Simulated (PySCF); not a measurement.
**Yb(OH)3: other functionals and bases at one geometry**

An exercise on one series of results from a longer session: the logs are not shown, and one member is left open.

The runs use PySCF 2.14.0; several levels, as the steps say, no spin–orbit coupling.

1 further run of the same task is left out (for a known fault of the program).

### Starting geometry

7 atoms, charge 0, spin multiplicity 1.

Bond lengths: Yb1–O2 2.001 Å, Yb1–O4 2.001 Å, Yb1–O6 2.001 Å, O2–H3 0.954 Å, O4–H5 0.954 Å, O6–H7 0.954 Å. Angles: O2–Yb1–O4 120.0°, O2–Yb1–O6 120.0°, O4–Yb1–O6 120.0°, Yb1–O2–H3 179.9°, Yb1–O4–H5 179.9°, Yb1–O6–H7 179.9°.

Geometry (Å):

```xyz
7

Yb    0.0000    0.0000    0.1427
O     2.0013    0.0000    0.1448
H     2.9557    0.0000    0.1467
O    -1.0007    1.7332    0.1448
H    -1.4779    2.5597    0.1467
O    -1.0007   -1.7332    0.1448
H    -1.4778   -2.5597    0.1467
```

Formal oxidation states: Yb +3. Each metal's 13 4f electrons lie in its core potential, so multiplicities, spins and levels count the valence alone. An earlier session relaxed this geometry at PBE0, Yb lcecp-1-SVP with ECP59, O def2-SVP, H def2-SVP (singlet, point group D3h).

At PBE0 on the finer grid: E = -266.652482 Eh, HOMO -7.68 eV, LUMO -1.29 eV, Mulliken charge on Yb1 +1.05 e, largest force component 0.001 eV/Å. 

Levels to run: BLYP; TPSS; PBE0, TZVP. Hardware: 2 threads of Intel Xeon Platinum 8259CL at 2.50GHz (Skylake/Cascade Lake), shared host.

The first run:

run.py (the lines that set the calculation) reads:

```python
mol = gto.M(atom='''
Yb     0.00000     0.00000     0.14267
O      2.00135     0.00002     0.14477
H      2.95569     0.00003     0.14669
O     -1.00069     1.73321     0.14477
H     -1.47787     2.55969     0.14669
O     -1.00066    -1.73323     0.14477
H     -1.47782    -2.55972     0.14669''',
    basis={'Yb': 'lcecp-1-SVP', 'O': 'def2-SVP', 'H': 'def2-SVP'},
    ecp={'Yb': 'lcecp-1-SVP'},
    charge=0, spin=0)
mf = dft.RKS(mol, xc='BLYP')
mf.grids.atom_grid = (75, 302)  # f atoms: unpruned, at least (60, 302)
mf = mf.density_fit()  # fitting sets: Yb AutoAux, O def2-universal-JKFIT, H def2-universal-JKFIT
mf.conv_tol = 1e-08; mf.max_cycle = 55
mf.kernel(dm0)  # dm0: the density of the relaxed state
```

Started as:

```bash
> OMP_NUM_THREADS=2 python run.py
```

Among the steps run: BLYP; TPSS; PBE0, TZVP.

One of the session's tables, all rows but one given; the rest of the session is left out.

| level | HOMO (eV) | gap (eV) | charge on Yb1 (e) | largest force component (eV/Å) |
| --- | --- | --- | --- | --- |
| PBE0 (relaxed here) | -7.68 | 6.39 | 1.05 | 0.00 |
| BLYP | ? | ? | ? | ? |
| TPSS | -6.06 | 4.31 | 0.94 | 0.52 |
| PBE0, TZVP | -7.91 | 6.56 | 1.65 | 0.26 |

**Question.** Estimate the row for BLYP.

As computed: HOMO (eV): -5.86; gap (eV): 3.77; charge on Yb1 (e): 0.79; largest force component (eV/Å): 0.68. In the column «HOMO (eV)» it is the highest.

In one basis the HOMO–LUMO gap runs from 3.77 eV (BLYP) to 6.39 eV (PBE0). The largest leftover force, 0.68 eV/Å with BLYP, stands at a geometry relaxed at another level. With 4f in the core, its levels are missing from HOMO and gap, and its count is fixed, so no charge can pass from the ligands into it. Total energies of different levels can't be compared.
